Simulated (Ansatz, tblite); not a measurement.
**The cluster Ge6H8: a ladder of methods and basis sets**

The task here is to estimate one member of a computed series from the others.

Computed with Ansatz 0.2.0, Gaussian basis. Level: as each input shows.

Levels to be run: GFN1-xTB, GFN2-xTB, PBE-D4/def2-TZVP, r2SCAN-D4/def2-TZVP, LDA/def2-TZVP, B97M-V/def2-TZVP, revPBE-D4/def2-TZVP, PBE-D4/def2-SVP, PBE0-D4/def2-SVP, HF/6-31G, B3LYP-D4/6-31G, PBE0-D4/def2-TZVPD, PBE-D4/def2-TZVPD, LDA/def2-TZVPD, MP2/def2-SVP, RPA/def2-SVP.

2 further runs of the same task are left out: 2 set aside as unsound or not needed.

## The structure

The singlet was relaxed beforehand with PBE0-D4/def2-SVP. At that level it is the lowest of the isomers that a small search found.

14 atoms, charge 0, spin multiplicity 1.

Bond lengths: Ge1–Ge5 2.622 Å, Ge1–Ge6 2.535 Å, Ge1–H9 1.602 Å, Ge2–Ge3 2.450 Å, Ge2–Ge4 2.493 Å, Ge2–H11 1.568 Å, Ge3–Ge5 2.570 Å, Ge3–Ge6 2.392 Å, Ge3–H7 1.556 Å, Ge4–Ge5 2.386 Å, Ge4–H8 1.535 Å, Ge4–H13 1.537 Å, Ge5–H10 1.548 Å, Ge6–H12 1.542 Å, Ge6–H14 1.539 Å. Angles: Ge5–Ge1–Ge6 95.5°, Ge5–Ge1–H9 78.0°, Ge6–Ge1–H9 83.2°, Ge3–Ge2–Ge4 93.0°, Ge3–Ge2–H11 104.7°, Ge4–Ge2–H11 102.9°, Ge2–Ge3–Ge5 73.4°, Ge2–Ge3–Ge6 152.6°, Ge2–Ge3–H7 103.3°, Ge5–Ge3–Ge6 100.5°, Ge5–Ge3–H7 95.9°, Ge6–Ge3–H7 103.9°, Ge2–Ge4–Ge5 75.9°, Ge2–Ge4–H8 111.5°, Ge2–Ge4–H13 118.2°, Ge5–Ge4–H8 115.5°, Ge5–Ge4–H13 118.9°, H8–Ge4–H13 112.2° and more.

PBE0-D4/def2-TZVP was run before; its log isn't repeated, and its numbers join the tables.

The first run:

Tight binding, by tblite at 300 K electronic temperature and without a spin-polarisation term:

```python
tblite.interface.Calculator('GFN1-xTB', numbers, positions, charge=0, uhf=0).singlepoint()
```

Tight binding, by tblite at 300 K electronic temperature and without a spin-polarisation term:

```python
tblite.interface.Calculator('GFN2-xTB', numbers, positions, charge=0, uhf=0).singlepoint()
```

start.molden holds the orbitals of an earlier run on this state, given as this run's starting guess.

Contents of in.yaml:

```yaml
crystal:
  periodic: [false, false, false]
  atoms:
    - {symbol: Ge, position_ang: [-1.028691, -2.324712, 0.461731]}
    - {symbol: Ge, position_ang: [0.979912, 2.194718, -0.364179]}
    - {symbol: Ge, position_ang: [1.251139, -0.163594, 0.240516]}
    - {symbol: Ge, position_ang: [-1.142399, 2.416384, 0.924959]}
    - {symbol: Ge, position_ang: [-1.272009, 0.237809, -0.038685]}
    - {symbol: Ge, position_ang: [1.385770, -2.491156, -0.293363]}
    - {symbol: H, position_ang: [1.246015, -0.136043, 1.796094]}
    - {symbol: H, position_ang: [-0.881663, 2.454643, 2.437229]}
    - {symbol: H, position_ang: [-1.322924, -2.318576, -1.113420]}
    - {symbol: H, position_ang: [-1.662292, 0.438814, -1.523022]}
    - {symbol: H, position_ang: [0.484421, 2.168287, -1.851963]}
    - {symbol: H, position_ang: [2.436306, -3.162519, 0.613871]}
    - {symbol: H, position_ang: [-2.152702, 3.486358, 0.482161]}
    - {symbol: H, position_ang: [1.679127, -2.800433, -1.771951]}
basis:
  gaussian: {orbitals: def2-TZVP, initial_orbitals: start.molden}
hamiltonian: {xc: pbe, dispersion: d4}
scf: {omitted_lower_state_checks: [starts]}
output: {forces: true, orbitals: {seedname: orbitals}}
```

On the command line:

```
$ ansatz run in.yaml --threads 4 --pin off --events-out ev --progress --plain --max-ram 8704MiB
```

Steps of the session up to this table: PBE-D4/def2-TZVP; r2SCAN-D4/def2-TZVP; LDA/def2-TZVP; B97M-V/def2-TZVP; revPBE-D4/def2-TZVP; PBE-D4/def2-SVP; PBE0-D4/def2-SVP; HF/6-31G; B3LYP-D4/6-31G; PBE0-D4/def2-TZVPD; PBE-D4/def2-TZVPD; LDA/def2-TZVPD; MP2/def2-SVP; RPA/def2-SVP.

One table of the session follows, with a row left open; its other results are not shown here.

It belongs to the step «Binding energy». 

| level | binding an atom (eV) |
| --- | --- |
| HF/6-31G | 1.591 |
| HF/def2-SVP | 1.753 |
| LDA/def2-TZVP | 3.109 |
| LDA/def2-TZVPD | 3.111 |
| PBE-D4/def2-SVP | ? |
| PBE-D4/def2-TZVP | 2.694 |
| PBE-D4/def2-TZVPD | 2.696 |
| revPBE-D4/def2-TZVP | 2.622 |
| r2SCAN-D4/def2-TZVP | 2.716 |
| B97M-V/def2-TZVP | 2.726 |
| B3LYP-D4/6-31G | 2.566 |
| PBE0-D4/def2-SVP | 2.656 |
| PBE0-D4/def2-TZVP | 2.662 |
| PBE0-D4/def2-TZVPD | 2.665 |
| MP2/def2-SVP | 2.469 |

**Question.** Estimate the row for PBE-D4/def2-SVP.

As computed: binding an atom (eV): 2.688. In the column «binding an atom (eV)» it lies between PBE0-D4/def2-TZVPD (2.665) and PBE-D4/def2-TZVP (2.694).

Caveats from the session: Free atoms were run apart at each level; binding is atoms less cluster, divided by the number of atoms, without zero-point or spin-orbit terms.
